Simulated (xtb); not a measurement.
**GaN2H4F (SMILES [NH2][Ga]([NH2])[F]): GFN1-xTB**

What is the energy change on altering one bond length of GaN2H4F at GFN1-xTB? 

The calculation is run with xtb 6.7.1.

13 further runs of the same task are left out: 13 set aside as unsound or not needed.

## 1. Starting point

GaN2H4F has 8 atoms, charge 0, and is taken as a singlet. SMILES: `[NH2][Ga]([NH2])[F]`. Geometry: a GFN2-xTB relaxation, a rough one for these elements and not checked as a minimum.

Bond lengths: N1–Ga2 1.840 Å, Ga2–N3 1.839 Å, Ga2–F4 1.753 Å, N1–H5 1.016 Å, N1–H6 1.014 Å, N3–H7 1.014 Å, N3–H8 1.017 Å. Angles: N1–Ga2–N3 130.5°, N1–Ga2–F4 114.8°, N3–Ga2–F4 114.7°, Ga2–N1–H5 113.9°, Ga2–N1–H6 117.0°, Ga2–N3–H7 117.0°, Ga2–N3–H8 114.0°, H5–N1–H6 108.7°, H7–N3–H8 108.8°.

## 2. Energy and gradient at GFN1-xTB

Input file mol.xyz:

```xyz
8

N     -0.53257000     1.57162000    -0.39118000
Ga    -0.19044000    -0.23349000    -0.29845000
N      0.84415000    -1.19295000     0.88021000
F     -0.97608000    -1.19497000    -1.53547000
H     -1.35493000     1.80699000    -0.94008000
H     -0.57082000     2.07914000     0.48636000
H      1.66067000    -0.72680000     1.26063000
H      1.12004000    -2.10953000     0.53798000
```

Launch:

```
$ xtb mol.xyz --gfn 1 --json --grad > out.txt
```

What it wrote:

```text
* xtb version 6.7.1
[...]
          :  # basis functions                  30          :
[...]
          :  # electrons                        24          :
[...]
          :  Hamiltonian                  GFN1-xTB          :
[...]
          :  net charge                          0          :
          :  unpaired electrons                  0          :
[...]
   *** convergence criteria satisfied after 9 iterations ***
[...]
         ::                     SUMMARY                     ::
         :::::::::::::::::::::::::::::::::::::::::::::::::::::
         :: total energy             -15.072289559409 Eh    ::
         :: gradient norm              0.014698266433 Eh/a0 ::
         :: HOMO-LUMO gap              5.275777646263 eV    ::
         ::.................................................::
         :: SCC energy               -15.162795647865 Eh    ::
         :: -> electrostatic           0.071783114605 Eh    ::
         :: repulsion energy           0.092212933420 Eh    ::
         :: dispersion energy         -0.001706844964 Eh    ::
         :: halogen bond corr.         0.000000000000 Eh    ::
         :: add. restraining           0.000000000000 Eh    ::
         :: total charge              -0.000000000000 e     ::
         :::::::::::::::::::::::::::::::::::::::::::::::::::::
[...]
        12        2.0000           -0.4035798             -10.9820 (HOMO)
        13                         -0.2096985              -5.7062 (LUMO)
[...]
     #   Z sym  total        # sym  WBO       # sym  WBO       # sym  WBO
 ---------------------------------------------------------------------------
     1   7      3.115 --     2      1.087     6      0.921     5      0.920
                             3      0.115
     2  31      3.253 --     3      1.088     1      1.087     4      0.959
     3   7      3.115 --     2      1.088     7      0.921     8      0.920
                             1      0.115
     4   9      1.097 --     2      0.959
     5   1      0.958 --     1      0.920
     6   1      0.962 --     1      0.921
     7   1      0.962 --     3      0.921
     8   1      0.958 --     3      0.920
 ---------------------------------------------------------------------------
[...]
          | TOTAL ENERGY              -15.072289559409 Eh   |
          | GRADIENT NORM               0.014698266433 Eh/α |
          | HOMO-LUMO GAP               5.275777646263 eV   |
           -------------------------------------------------
[...]
```

Standard error:

```text
normal termination of xtb
```

Run time: 0.03 s. Hardware: 1 thread of Arm Neoverse N1, shared host.

## 3. The distorted shape at the same level

Input file input.inp:

```
$chrg 0
$spin 0
$end
```

Input file coord:

```
$coord
     -1.162816514623      3.489551254199     -0.545208663668  n
     -0.516284515605      0.078387729376     -0.369974360131  ga
      1.438807235672     -1.734728898158      1.857370233920  n
     -2.000928948155     -1.738546144930     -2.707603370816  f
     -2.716851690470      3.934336092152     -1.582479333475  h
     -1.235098538890      4.448625056969      1.113101599736  h
      2.981806410952     -0.853833065164      2.576259846250  h
      2.116568848626     -3.986433951682      1.016634860526  h
$end
```

Launch:

```
$ xtb --grad -I input.inp --gfn 1 -P 1 -- coord | tee out.txt
```

What it wrote:

```text
* xtb version 6.7.1
[...]
          :  # basis functions                  30          :
[...]
          :  # electrons                        24          :
[...]
          :  Hamiltonian                  GFN1-xTB          :
[...]
          :  net charge                          0          :
          :  unpaired electrons                  0          :
[...]
   *** convergence criteria satisfied after 10 iterations ***
[...]
         ::                     SUMMARY                     ::
         :::::::::::::::::::::::::::::::::::::::::::::::::::::
         :: total energy             -15.033238359380 Eh    ::
         :: gradient norm              0.135040060779 Eh/a0 ::
         :: HOMO-LUMO gap              5.292622810368 eV    ::
         ::.................................................::
         :: SCC energy               -15.107227430603 Eh    ::
         :: -> electrostatic           0.070915022843 Eh    ::
         :: repulsion energy           0.075723478390 Eh    ::
         :: dispersion energy         -0.001734407168 Eh    ::
         :: halogen bond corr.         0.000000000000 Eh    ::
         :: add. restraining           0.000000000000 Eh    ::
         :: total charge               0.000000000000 e     ::
         :::::::::::::::::::::::::::::::::::::::::::::::::::::
[...]
        12        2.0000           -0.4032320             -10.9725 (HOMO)
        13                         -0.2087317              -5.6799 (LUMO)
[...]
     #   Z sym  total        # sym  WBO       # sym  WBO       # sym  WBO
 ---------------------------------------------------------------------------
     1   7      3.114 --     2      1.085     6      0.922     5      0.920
                             3      0.108
     2  31      3.289 --     3      1.101     1      1.085     4      0.958
     3   7      3.097 --     2      1.101     7      0.919     8      0.898
                             1      0.108
     4   9      1.095 --     2      0.958
     5   1      0.959 --     1      0.920
     6   1      0.962 --     1      0.922
     7   1      0.963 --     3      0.919
     8   1      0.972 --     3      0.898
 ---------------------------------------------------------------------------
[...]
          | TOTAL ENERGY              -15.033238359380 Eh   |
          | GRADIENT NORM               0.135040060779 Eh/α |
          | HOMO-LUMO GAP               5.292622810368 eV   |
           -------------------------------------------------
[...]
```

Standard error:

```text
normal termination of xtb
```

Wall time 0.031 s (1 thread of Arm Neoverse N1, shared host).

## 4. Results

At GFN1-xTB:

| quantity | value |
| --- | --- |
| first shape: total energy | -15.07229 Eh |
| first shape: dipole moment | 3.08 D |
| first shape: HOMO energy | -10.98 eV |
| first shape: LUMO energy | -5.71 eV |
| first shape: HOMO–LUMO gap | 5.28 eV |
| first shape: dispersion energy | -4.48 kJ/mol |
| first shape: largest force on an atom | 0.379 eV/Å |
| distorted shape: total energy | -15.03324 Eh |
| distorted shape: dipole moment | 3.25 D |
| distorted shape: HOMO energy | -10.97 eV |
| distorted shape: LUMO energy | -5.68 eV |
| distorted shape: HOMO–LUMO gap | 5.29 eV |
| distorted shape: dispersion energy | -4.55 kJ/mol |
| distorted shape: largest force on an atom | 5.075 eV/Å |
| energy change with the N3–H8 bond stretched from 1.017 to 1.321 Å | 1.063 eV |

**Reading.** With the N3–H8 bond stretched from 1.017 to 1.321 Å the energy rises by 1.06 eV (25 kcal/mol). The first shape isn't relaxed at this level, so the change isn't measured from a minimum. The largest force (first shape) is 0.38 eV/Å: the shape isn't a stationary point for this species at this level. Mulliken charges (first shape) run from -0.52 on N1 to +0.60 on Ga2. Mulliken charges (distorted shape) run from -0.52 on N1 to +0.59 on Ga2.
